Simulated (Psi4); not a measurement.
**Two attempts at [CuCl2]− (SMILES [Cl][Cu-][Cl])**

Wanted: a single-point energy of [CuCl2]−, MP2/def2-SVPD (ZORA, density fitting for correlation).

The results are computed with Psi4 1.11.

4 further runs of the same task are left out: 1 that didn't finish, 3 set aside as unsound or not needed.

## 1. Starting point

The species is [CuCl2]− (3 atoms), meant as a singlet with charge -1. As SMILES, `[Cl][Cu-][Cl]`. The shape comes from GFN2-xTB, which is rough for such elements, and wasn't checked as a minimum.

Bond lengths: Cu1–Cl2 2.083 Å, Cu1–Cl3 2.085 Å. Angles: Cl2–Cu1–Cl3 179.8°.

## 2. First attempt

The input, input.in:

```
memory 1600 mb

molecule {
  -1 1
  Cu     0.002530     0.001450     0.000550
  Cl    -0.016800    -0.020410     2.083530
  Cl     0.014270     0.018960    -2.084090
  units bohr
}

set globals {
  scf_type pk
  freeze_core true
  mp2_type df
  maxiter 60
  relativistic zora
}

E, wfn = energy('mp2/def2-SVPD', return_wfn=True)
```

Launch:

```
$ psi4 input.in input.out -n 1
```

input.out:

```text
[...]
  Running in cs symmetry.
[...]
  Nuclear repulsion =  542.475613738527272
[...]
  Multiplicity = 1
[...]
  Nalpha       = 32
  Nbeta        = 32
[...]
    Number of basis functions: 88
[...]
   @RHF iter   1: -2575.75100469850349    9.82975e+00   4.14626e-02 ADIIS/DIIS
[...]
   @RHF iter  14: -2578.46750716303632    2.27374e-12   3.69415e-09 DIIS
[...]
    Orbital Energies [Eh]
    ---------------------
    Doubly Occupied:
       1Ap  -336.252086     2Ap  -105.525393     3Ap  -105.524733
       4Ap   -41.922264     5Ap   -36.160122     6Ap   -36.132466
       1App  -36.132466     7Ap   -10.615655     8Ap   -10.614867
       9Ap    -8.048274    10Ap    -8.047208    11Ap    -7.998781
       2App   -7.998781    12Ap    -7.998099     3App   -7.998099
      13Ap    -5.583591    14Ap    -4.060160    15Ap    -3.695661
       4App   -3.695660    16Ap    -1.228380    17Ap    -1.099034
       5App   -1.099033    18Ap    -0.831253    19Ap    -0.815808
      20Ap    -0.734653     6App   -0.734653     7App   -0.414816
      21Ap    -0.414814    22Ap    -0.227249    23Ap    -0.146423
       8App   -0.146419    24Ap    -0.044764
[...]
  @RHF Final Energy: -2578.46750716303632
   => Energetics <=
    Nuclear Repulsion Energy =            542.4756137385272723
    One-Electron Energy =               -4658.0029239600935398
    Two-Electron Energy =                1537.0598030585297238
    Total Energy =                      -2578.4675071630363163
[...]
 Multipole Moments:
 ------------------------------------------------------------------------------------
     Multipole            Electronic (a.u.)      Nuclear  (a.u.)        Total (a.u.)
 ------------------------------------------------------------------------------------
 L = 1.  Multiply by 2.5417464519 to convert [e a0] to [Debye]
 Dipole X            :         -0.0067006            0.0036678           -0.0030328
 Dipole Y            :         -0.0015305           -0.0006960           -0.0022265
 Dipole Z            :          0.0000000            0.0000000            0.0000000
 Magnitude           :                                                    0.0037623
[...]
```

It took 7.2 s on 1 thread of Intel Xeon 6975P-C (Granite Rapids), shared host; peak memory 0.42 GiB.

## 3. Diagnosis

It ran to the end. The result can't be trusted all the same.

The fault: the coordinates are read in the wrong unit, so the molecule is scaled by the ratio of bohr to ångström. As the program read them, the closest atoms are 1.10 Å apart, against 2.08 Å in the sound input.

## 4. The mended input

The input, cl2cu.dat:

```
memory 1600 mb

molecule mol {
  -1 1
  Cu     0.002530     0.001450     0.000550
  Cl    -0.016800    -0.020410     2.083530
  Cl     0.014270     0.018960    -2.084090
}

set scf_type pk
set freeze_core true
set mp2_type df
set relativistic zora

e_tot = energy("mp2/def2-SVPD")
```

Launch:

```
$ psi4 -i cl2cu.dat -o cl2cu.out -n 1
```

cl2cu.out:

```text
[...]
  Running in cs symmetry.
[...]
  Nuclear repulsion =  287.065732134650261
[...]
  Multiplicity = 1
[...]
  Nalpha       = 32
  Nbeta        = 32
[...]
    Number of basis functions: 88
[...]
   @RHF iter   1: -2580.27249116672419   -1.23535e+00   3.19046e-02 ADIIS/DIIS
[...]
   @RHF iter  13: -2582.39039992686503   -1.22782e-11   6.00122e-09 DIIS
[...]
    Orbital Energies [Eh]
    ---------------------
    Doubly Occupied:
       1Ap  -336.106224     2Ap  -105.382931     3Ap  -105.382850
       4Ap   -41.664249     1App  -35.904495     5Ap   -35.904495
       6Ap   -35.902676     7Ap   -10.413190     8Ap   -10.413104
       9Ap    -7.825984    10Ap    -7.825896     2App   -7.824734
      11Ap    -7.824734     3App   -7.824651    12Ap    -7.824651
      13Ap    -4.989558    14Ap    -3.225217    15Ap    -3.216314
       4App   -3.216314    16Ap    -0.855939    17Ap    -0.846754
      18Ap    -0.362295    19Ap    -0.356696     5App   -0.356696
      20Ap    -0.326611     6App   -0.326611    21Ap    -0.268420
      22Ap    -0.253698     7App   -0.253698    23Ap    -0.224148
       8App   -0.220967    24Ap    -0.220967
[...]
  @RHF Final Energy: -2582.39039992686503
   => Energetics <=
    Nuclear Repulsion Energy =            287.0657321346502613
    One-Electron Energy =               -4171.8207442396605984
    Two-Electron Energy =                1302.3646121781457623
    Total Energy =                      -2582.3903999268645748
[...]
 Multipole Moments:
 ------------------------------------------------------------------------------------
     Multipole            Electronic (a.u.)      Nuclear  (a.u.)        Total (a.u.)
 ------------------------------------------------------------------------------------
 L = 1.  Multiply by 2.5417464519 to convert [e a0] to [Debye]
 Dipole X            :         -0.0132203            0.0069311           -0.0062892
 Dipole Y            :          0.0034831           -0.0013152            0.0021679
 Dipole Z            :          0.0000000            0.0000000            0.0000000
 Magnitude           :                                                    0.0066523
[...]
```

Run time: 6.3 s. Hardware: 1 thread of Intel Xeon 6975P-C (Granite Rapids), shared host; peak memory 0.42 GiB.

## 5. Summary of results

Level: MP2/def2-SVPD (ZORA, density fitting for correlation).

```
                                             quantity           value
                                         total energy  -2583.02306 Eh
                  HOMO energy (Hartree–Fock orbitals)        -6.01 eV
                  LUMO energy (Hartree–Fock orbitals)         4.97 eV
HOMO–LUMO gap (to an unbound level, set by the basis)        10.99 eV
         correlation energy (19 core orbitals frozen)      -632.7 mEh
```

**Reading.** The first attempt's energy was +105.389 eV off this one.
